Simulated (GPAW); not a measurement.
NbTe:

```
CELL_PARAMETERS angstrom
3.42570 0.00000 0.00000
0.00000 3.42570 0.00000
0.00000 0.00000 3.42570
ATOMIC_POSITIONS crystal
Nb 0.50000 0.50000 0.50000
Te 0.00000 0.00000 0.00000
```

The cell was built by a generator and needn't be a form met in nature.

Base run:

```yaml
Program: GPAW 26.7.0
Functional: RPBE
Potentials_or_basis: the program's PAW data sets (release 1.2.1) made for this functional
Cutoff: 600 eV
Basis: pw
k_mesh: 8 × 8 × 8
Occupations: fermi-dirac, width 0.05 eV
Spin: no spin polarisation
```

Its results: pressure 1.3 GPa.

Task: The run is repeated on the same cell with these changes: functional from RPBE to LDA. What comes out?

Result: Pressure -8.7 GPa.

LDA binds more tightly than RPBE, so the same cell stands under less pressure.
